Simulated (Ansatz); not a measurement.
The system is Ta3N.

```xyz
4
Lattice="3.0322 0.0000 0.0000 -1.5161 2.6260 0.0000 0.0000 0.0000 7.5241" Properties=species:S:1:pos:R:3 pbc="T T T"
Ta    1.5161    0.8753    6.2155
Ta    0.0000    1.7507    1.3087
Ta    0.0000    0.0000    3.7621
N     0.0000    0.0000    0.0000
```

The cell comes from a database or a generator and needn't be the stable form of this composition.

| Quantity | Value |
| --- | --- |
| Program | Ansatz 0.2.0 |
| Task | relaxation of cell and atoms |
| Functional | PBEsol |
| Potentials or basis | Ansatz PAW |
| Cutoff | 420 eV (not typed: the program's choice for these potentials) |
| k mesh | 10 × 10 × 4 |
| Occupations | fermi-dirac, width 0.05 eV |
| Spin | no spin polarisation |
| Hubbard terms | Ta d U = 4 eV |

At the start: volume 14.98 Å³/atom.

Question: How do energy, volume and symmetry change on relaxing?

Answer: It ends after 5 steps and the volume is 14.71 Å³/atom (-1.8 %); space group P-3m1 (No. 164, to 0.05 Å).

The path:
```tsv
step	energy change (eV)	largest force (eV/Å)	volume (Å³)
1	0.0000	0.2832	59.91
2	-0.0219	0.0411	58.87
3	-0.0220	0.0137	58.84
4	-0.0221	0.0002	58.84
5	-0.0208	0.0003	58.84
```

Final structure:
```xyz
4
Lattice="3.0007 0.0000 0.0000 -1.5004 2.5987 0.0000 0.0000 0.0000 7.5448" Properties=species:S:1:pos:R:3 pbc="T T T"
Ta    1.5004    0.8662    6.2366
Ta    0.0000    1.7325    1.3083
Ta    0.0000    0.0000    3.7724
N     0.0000    0.0000    0.0000
```

Caveat: the plane-wave basis is chosen anew once the cell has moved, so the energies of steps on either side of that aren't comparable; U without spin polarisation on a metal has little footing; the PAW data sets come from PBE, with cores solved anew for the run's functional, which leaves a small shift of forces and pressure.
